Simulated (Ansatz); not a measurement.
# H4O2SiSn: how energies converge with the basis set

The task here is to estimate one member of a computed series from the others.

The runs use Ansatz 0.2.0, Gaussian basis; one geometry, several basis sets.

Levels to be run: PBE0-D4/def2-SVP; ωB97M-V/def2-SVP; PBE0-D4/def2-QZVPP; ωB97M-V/def2-QZVPP; the functionals' def2-TZVPP values are taken from earlier runs.

### The geometry

The geometry comes from an earlier relaxation with PBE0-D4 in a triple-zeta def2 set; it is a stationary point, not always the lowest conformer. Sn takes the def2 core potential; no spin-orbit term is included.

8 atoms, charge 0, spin multiplicity 1.

Atoms are counted from 1 here; the program's logs count them from 0.

Bond lengths: O1–Sn2 1.971 Å, O1–H5 0.963 Å, Sn2–O3 1.989 Å, O3–Si4 1.628 Å, Si4–H6 1.488 Å, Si4–H7 1.497 Å, Si4–H8 1.488 Å. Angles: Sn2–O1–H5 116.4°, O1–Sn2–O3 97.6°, Sn2–O3–Si4 141.7°, O3–Si4–H6 110.6°, O3–Si4–H7 111.3°, O3–Si4–H8 110.7°, H6–Si4–H7 107.6°, H6–Si4–H8 109.0°, H7–Si4–H8 107.5°.

Geometry (Å):

```
O     0.6674    1.6291   -1.7173
Sn    2.0544    1.1629   -0.3961
O     0.9832   -0.1334    0.6656
Si   -0.4941   -0.8137    0.7381
H    -0.1845    1.1929   -1.6148
H    -1.1399   -0.5255    2.0468
H    -1.3908   -0.2818   -0.3361
H    -0.4034   -2.2876    0.5578
```

Set-up of the first run:

in.yaml

```yaml
crystal:
  periodic: [false, false, false]
  atoms:
    - {symbol: O, position_ang: [0.667352, 1.629121, -1.717289]}
    - {symbol: Sn, position_ang: [2.054358, 1.162924, -0.396128]}
    - {symbol: O, position_ang: [0.983162, -0.133402, 0.665594]}
    - {symbol: Si, position_ang: [-0.494071, -0.813651, 0.738133]}
    - {symbol: H, position_ang: [-0.184548, 1.192888, -1.614844]}
    - {symbol: H, position_ang: [-1.139886, -0.525477, 2.046839]}
    - {symbol: H, position_ang: [-1.390755, -0.281815, -0.336110]}
    - {symbol: H, position_ang: [-0.403413, -2.287588, 0.557804]}
basis:
  gaussian: {orbitals: def2-SVP}
hamiltonian: {xc: pbe0, dispersion: d4}
output: {orbitals: {seedname: orbitals}}
```

The run is started by

```bash
$ ansatz run in.yaml --threads 4 --pin off --events-out ev --progress --plain --max-ram 10444MiB
```

Steps of the session up to this table: PBE0-D4 in def2-SVP; ωB97M-V in def2-SVP; PBE0-D4 in def2-QZVPP; ωB97M-V in def2-QZVPP.

One table of the session follows, with a row left open; its other results are not shown here.

It belongs to the step «Functionals by basis». 

| functional | basis | HOMO (eV) | LUMO (eV) |
| --- | --- | --- | --- |
| PBE0-D4 | def2-SVP | -7.92 | -2.08 |
| PBE0-D4 | def2-TZVPP | -8.04 | -2.22 |
| PBE0-D4 | def2-QZVPP | -8.07 | -2.24 |
| ωB97M-V | def2-SVP | -10.08 | -0.25 |
| ωB97M-V | def2-TZVPP | -10.25 | -0.49 |
| ωB97M-V | def2-QZVPP | ? | ? |

Q: Estimate the row for ωB97M-V, def2-QZVPP from the others.

The run gave: HOMO (eV): -10.28; LUMO (eV): -0.56. In the column «HOMO (eV)» it is the lowest.
